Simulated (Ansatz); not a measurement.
# LuSc2N3: what a guessed cell relaxes into

The task: take a trial cell of LuSc2N3 to zero force and stress.

Computed with Ansatz 0.2.0 (DFT PBE, scalar-relativistic, plane waves, PAW, unless a step's input says otherwise).

2 further runs of the same task are left out: 1 that didn't finish, 1 set aside as unsound or not needed.

### 1 The structure to begin with

Symmetry: P6/mmm, No. 191, hexagonal system. Conventional cell: a = 5.561 Å, b = 5.561 Å, c = 4.072 Å, α = 90.00°, β = 90.00°, γ = 120.00°. Lu (site symmetry 6/mmm) is surrounded by 2 N at 2.04 Å. Sc (site symmetry -6m2) has 2 N at 2.04 Å as nearest neighbours. N (site symmetry -6m2) has 2 Sc at 2.04 Å as nearest neighbours. N (site symmetry 6/mmm) is surrounded by 2 Lu at 2.04 Å.

Coordinates:

```
CELL_PARAMETERS angstrom
5.56128 0.00000 0.00000
-2.78064 4.81621 0.00000
0.00000 0.00000 4.07228
ATOMIC_POSITIONS crystal
Lu 0.00000 0.00000 0.50000
Sc 0.33333 0.66667 0.50000
Sc 0.66667 0.33333 0.50000
N 0.33333 0.66667 0.00000
N 0.66667 0.33333 0.00000
N 0.00000 0.00000 0.00000
```

Recipe of the guess: random cell by space group and Wyckoff sites (P6/mmm, No. 191). The dimensions are guesses.

### 2 Probe: one point on a coarse mesh

Contents of input.yaml:

```yaml
crystal:
  lattice:
    - [5.56128484, 0.0, 0.0]
    - [-2.78064242, 4.81621395, 0.0]
    - [0.0, 0.0, 4.07228076]
  atoms:
    - { symbol: Lu, position: [0.0, 0.0, 0.5] }
    - { symbol: Sc, position: [0.33333333, 0.66666667, 0.5] }
    - { symbol: Sc, position: [0.66666667, 0.33333333, 0.5] }
    - { symbol: "N", position: [0.33333333, 0.66666667, 0.0] }
    - { symbol: "N", position: [0.66666667, 0.33333333, 0.0] }
    - { symbol: "N", position: [0.0, 0.0, 0.0] }
basis:
  ecutwfc: 420
kpoints:
  mp_grid: { grid: [6, 6, 4] }
hamiltonian:
  xc: pbe
scf:
  occupations: { method: gaussian, width: 0.1 }
  lower_state_search: "off"
output:
  forces: true
  stress: true
  eigenvalues: true
```

Started as:

```console
$ ansatz run input.yaml --threads 1 --pin off --max-ram 2560MiB --backend cpu --events-out ev --progress --plain --runs-dir out
```

The session goes on with these runs: coarse relaxation; spin check on a coarse mesh; relaxation on the finer mesh.

Before running it: what results should come out? Wanted: conventional cell; volume; energy over the elements; gap on the mesh.

The runs gave:

| quantity | value |
| --- | --- |
| symmetry at the end (tolerance 0.05 Å) | space group P6/mmm (No. 191) |
| conventional cell | a = 7.310 Å, b = 7.310 Å, c = 3.905 Å, α = 90.00°, β = 90.00°, γ = 120.00° |
| volume | 30.12 Å³/atom |
| energy over the elements (uncorrected; H, N, O, F and Cl as molecules) | +0.64 eV/atom |
| gap on the mesh | none (metal) |

In words: The space group P6/mmm (No. 191) is kept, and the volume per atom grows by 65.7 % from the first guess. The formation energy is positive, so the separate elements lie lower. No finished test with a distortion of lower symmetry is shown, so the end may be a saddle point. Spin-orbit coupling is left out for Lu. Other magnetic orders were not searched.
